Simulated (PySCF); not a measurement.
**C2H8BFS: geometry, spin-spin couplings**

Aim: predict the spin-spin couplings of C2H8BFS (`[BH3-][S@+](C)CF`).

The runs use PySCF 2.14.0, with density-fitted response routines of our own; the level of theory stands in each step. All values are computed, except where a source is named. Atoms count from 0, in the outputs and in this text.

## 1. The molecule as given

13 atoms, charge 0, multiplicity 1; geometry from: GFN2-xTB. The atoms were then displaced at random by about 0.01 Å, so the start is not that level's minimum.

Bonds of the start (Å): B0–S1 2.00, S1–C2 1.82, S1–C3 1.80, C3–F4 1.39, B0–H5 1.19, B0–H6 1.16, B0–H7 1.20, C2–H8 1.06, C2–H9 1.10, C2–H10 1.09, C3–H11 1.11, C3–H12 1.07.

## 2. Relaxing the molecule at PBE0-D3(BJ)/def2-SVP

What the job is given:

```
{"job": {"xc": "PBE0", "basis": "def2-SVP", "d3": "d3bj", "grid": 1, "shake": 0.01, "kind": "geom"}, "charge": 0, "multiplicity": 1}
B      1.687540    -0.349190     0.419490
S      0.229260     0.050940    -0.891440
C     -0.592950     1.516870    -0.180360
C     -0.930070    -1.197180    -0.316220
F     -2.180520    -1.022350    -0.906270
H      1.115380    -0.314920     1.467070
H      2.082650    -1.386630     0.079280
H      2.454060     0.563740     0.250930
H     -1.587440     1.589860    -0.537510
H     -0.566920     1.441400     0.921240
H     -0.009060     2.382060    -0.478070
H     -1.083920    -1.121310     0.776320
H     -0.612190    -2.170170    -0.614820
```

On the command line:

```
$ OMP_NUM_THREADS=1 python probes_run.py task.json out
```

The driver reads the jobs from task.json and runs them one after another.

**Question.** This job is followed by: B3LYP/6-31G* indirect spin-spin coupling, non-relativistic, gas phase. Predict these results of the whole session: point group; rotational constants (main isotopes); largest coupling of the table (B3LYP/6-31G*).

As calculated:

```
                                    quantity                     value
                                 point group                        C1
        rotational constants (main isotopes)      5.80, 2.77, 2.16 GHz
largest coupling of the table (B3LYP/6-31G*)  1J(C,F) C3–F4, -224.2 Hz
```

In words: Relaxing lowered the energy by 0.197 eV in 9 steps; the close pair that moved most is B0–H6, from 1.161 to 1.220 Å. No frequency check was run at this level, so the end point may be a saddle. In the run at B3LYP/6-31G*, the largest coupling of the table is C3–F4, -224.2 Hz, of which the Fermi-contact term gives -243.6 Hz. Couplings across rotatable bonds belong to this one conformer; where others are populated, the observed values are averages. Couplings from bases without tight functions are rough.
